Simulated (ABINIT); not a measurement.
# InSb3 (Pm-3m) in ABINIT: notebook, part 2 of 2

ABINIT 10.8.3 (patched build). Earlier steps stand in the parts before.

### 3 Single point, BLYP (cell relaxed)

The input, run.abi:

```
# Pseudopotentials
pp_dirpath "./"
pseudos "Sb.upf, In.upf"

# Structure
acell 9.4119784779 9.4119784779 9.4119784779
rprim
     1.0000000000     0.0000000000     0.0000000000
     0.0000000000     1.0000000000     0.0000000000
     0.0000000000     0.0000000000     1.0000000000
ntypat 2
znucl 51 49
natom 4
typat 1 1 1 2
xcart
     2.4903022600     2.4903022600     0.0000000000
     0.0000000000     2.4903022600     2.4903022600
     2.4903022600     0.0000000000     2.4903022600
     0.0000000000     0.0000000000     0.0000000000 Angstrom
chkprim 0
chksymtnons 0
tolsym 1.0e-6

# Plane-wave basis
ecut 40.0

# k points
kptopt 1
ngkpt 4 4 4
nshiftk 1
shiftk 0.0 0.0 0.0

# Exchange and correlation
ixc -106131

# Bands and occupations
nband 35
occopt 3
tsmear 0.00183747

# SCF cycle
nstep 100
tolvrs 1.0e-10

# Output
iomode 3
prtwf 0
prtden 0
prteig 0
prtebands 0
enunit 2
prtvol 2
```

Potentials or basis: PseudoDojo NC SR PBE v0.4.1 standard.

Launch:

```
> mpirun --bind-to none -np 4 abinit run.abi > log 2>&1
```

run.abo:

```text
.Version 10.8.3 of ABINIT
 Symmetries : space group Pm -3 m (#221); Bravais cP (primitive cubic)
================================================================================
 Values of the parameters that define the memory need of the present run
     intxc =       0    ionmov =       0      iscf =       7    lmnmax =       6
     lnmax =       6     mgfft =      54  mpssoang =       3    mqgrid =    3001
     natom =       4  nloc_mem =       1    nspden =       1   nspinor =       1
    nsppol =       1      nsym =      48    n1xccc =    2501    ntypat =       2
    occopt =       3   xclevel =       2
       mpw =       10096          nfft =      157464          nkpt =          10
================================================================================
================================================================================

--------------------------------------------------------------------------------
------------- Echo of variables that govern the present computation ------------
--------------------------------------------------------------------------------
 -outvars: echo values of preprocessed input variables --------
            acell      9.4119784779E+00  9.4119784779E+00  9.4119784779E+00 Bohr
              amu      1.21753000E+02  1.14820000E+02
          chkprim           0
      chksymtnons           0
             ecut      4.00000000E+01 Hartree
           enunit           2
              ixc     -106131
         kptrlatt        4    0    0      0    4    0      0    0    4
          kptrlen      3.76479139E+01
            natom           4
            nband          35
            ngfft          54      54      54
             nkpt          10
            nstep         100
             nsym          48
           ntypat           2
           occopt           3
           prtden           0
        prtebands           0
           prteig           0
           prtvol           2
[... 372 lines left out ...]
  -8.07948   -8.07806   -8.07282   -8.07186   -3.87259   -3.10913   -1.03753    2.10444
   4.10602    4.10602    4.86853    4.86853    5.78234    6.00744    7.92645    8.44441
[... 28 lines left out ...]
  -8.08476   -8.08031   -8.07073   -8.06685   -3.26289   -2.73367   -1.80146    1.25558
   2.71538    3.10880    4.43137    5.34974    6.33585    7.44051    8.20077    8.26944
   8.91631   10.10545   10.50394
 kpt#   9, nband= 35, wtk=  0.09375, kpt=  0.5000  0.5000  0.2500 (reduced coord)
 -22.54319  -22.54319  -22.54176  -22.52975  -22.52975  -22.52579  -22.52297  -22.52008
 -22.52008  -22.51353  -22.49854  -22.49594  -22.48906  -22.48662  -22.48662   -8.09119
  -8.08463   -8.08463   -8.06808   -8.06353   -2.52379   -2.51158   -2.51158    0.92778
   2.62676    3.21162    3.21162    4.02249    7.73514    8.05880    8.05880    9.40947
   9.50721   10.20186   11.66546
 kpt#  10, nband= 35, wtk=  0.01563, kpt=  0.5000  0.5000  0.5000 (reduced coord)
 -22.54539  -22.54539  -22.54539  -22.53169  -22.53169  -22.53169  -22.51921  -22.51921
 -22.51921  -22.51621  -22.49601  -22.49601  -22.48317  -22.48317  -22.48317   -8.09029
  -8.09029   -8.09029   -8.06291   -8.06291   -2.32577   -2.32577   -2.32577    1.75168
   1.88275    2.34042    2.34042    2.34042    9.49462    9.49462    9.54712    9.54712
   9.54712   12.26813   12.26813
 Total charge density [el/Bohr^3]
)     Maximum=    1.4760E+00  at reduced coord.    0.5000    0.5556    0.9444
)Next maximum=    1.4760E+00  at reduced coord.    0.5556    0.5000    0.9444
)     Minimum=    4.4760E-04  at reduced coord.    0.5000    0.5000    0.0000
)Next minimum=    4.4760E-04  at reduced coord.    0.5000    0.0000    0.5000
   Integrated=    5.8000E+01

--- !EnergyTerms
iteration_state     : {dtset: 1, }
comment             : Components of total free energy in Hartree
kinetic             :  2.00960215746487E+02
hartree             :  7.90117693483167E+01
xc                  : -8.74020523174392E+01
Ewald energy        : -2.05197735058748E+02
psp_core            :  7.32471012009032E+00
local_psp           : -2.60481787105797E+02
non_local_psp       : -7.27829738601151E+01
internal            : -3.38567853127205E+02
'-kT*entropy'       : -9.33203975089300E-04
total_energy        : -3.38568786331180E+02
total_energy_eV     : -9.21292601569075E+03
band_energy         : -2.65738728062968E+01
...

 Cartesian components of stress tensor (hartree/bohr^3)
  sigma(1 1)=  2.31653217E-06  sigma(3 2)=  0.00000000E+00
  sigma(2 2)=  2.31653217E-06  sigma(3 1)=  0.00000000E+00
  sigma(3 3)=  2.31653217E-06  sigma(2 1)=  0.00000000E+00

-Cartesian components of stress tensor (GPa)         [Pressure= -6.8155E-02 GPa]
- sigma(1 1)=  6.81547294E-02  sigma(3 2)=  0.00000000E+00
- sigma(2 2)=  6.81547294E-02  sigma(3 1)=  0.00000000E+00
- sigma(3 3)=  6.81547294E-02  sigma(2 1)=  0.00000000E+00

== END DATASET(S) ==============================================================
================================================================================

 -outvars: echo values of variables after computation  --------
            acell      9.4119784779E+00  9.4119784779E+00  9.4119784779E+00 Bohr
           etotal     -3.3856878633E+02
            fcart     -0.0000000000E+00 -0.0000000000E+00 -0.0000000000E+00
                      -0.0000000000E+00 -0.0000000000E+00 -0.0000000000E+00
                      -0.0000000000E+00 -0.0000000000E+00 -0.0000000000E+00
                      -0.0000000000E+00 -0.0000000000E+00 -0.0000000000E+00
           strten      2.3165321672E-06  2.3165321672E-06  2.3165321672E-06
                       0.0000000000E+00  0.0000000000E+00  0.0000000000E+00
           xangst      2.4903022583E+00  2.4903022583E+00  0.0000000000E+00
                       0.0000000000E+00  2.4903022583E+00  2.4903022583E+00
                       2.4903022583E+00  0.0000000000E+00  2.4903022583E+00
                       0.0000000000E+00  0.0000000000E+00  0.0000000000E+00
             xred      5.0000000000E-01  5.0000000000E-01  0.0000000000E+00
                       0.0000000000E+00  5.0000000000E-01  5.0000000000E-01
                       5.0000000000E-01  0.0000000000E+00  5.0000000000E-01
                       0.0000000000E+00  0.0000000000E+00  0.0000000000E+00
 Calculation completed.
```

Run time: 82 s. Hardware: 4 MPI ranks of Arm Neoverse V2, shared host; peak memory 0.44 GiB.

What came out:

* Free energy: -9212.9260 eV
* Pressure: -0.1 GPa
* Band gap on the k mesh: none (metal or under the smearing width)
* Valence electrons inside the program's atomic spheres: Sb 11.21; In 9.92

Levels at points of the mesh, in eV from the Fermi level:
| k point | band 25 | band 26 | band 27 | band 28 | band 29 | band 30 | band 31 | band 32 | band 33 | band 34 |
| --- | --- | --- | --- | --- | --- | --- | --- | --- | --- | --- |
| (0.00, 0.00, 0.00) | -3.47 | -3.47 | -3.47 | 0.60 | 0.60 | 0.60 | 1.80 | 1.80 | 1.80 | 5.23 |
| (0.50, 0.00, 0.00) | -2.26 | -2.26 | -1.50 | -1.50 | -0.59 | -0.36 | 1.56 | 2.08 | 2.08 | 2.34 |
| (0.50, 0.50, 0.00) | -2.10 | -1.29 | -1.29 | -0.86 | -0.68 | -0.68 | -0.50 | 1.51 | 2.96 | 3.10 |
| (0.50, 0.50, 0.50) | -4.48 | -4.03 | -4.03 | -4.03 | 3.13 | 3.13 | 3.18 | 3.18 | 3.18 | 5.90 |

Caveat: the potentials were made for another functional, which shifts forces and pressure. Spin-orbit coupling is left out, which matters for the levels of Sb.
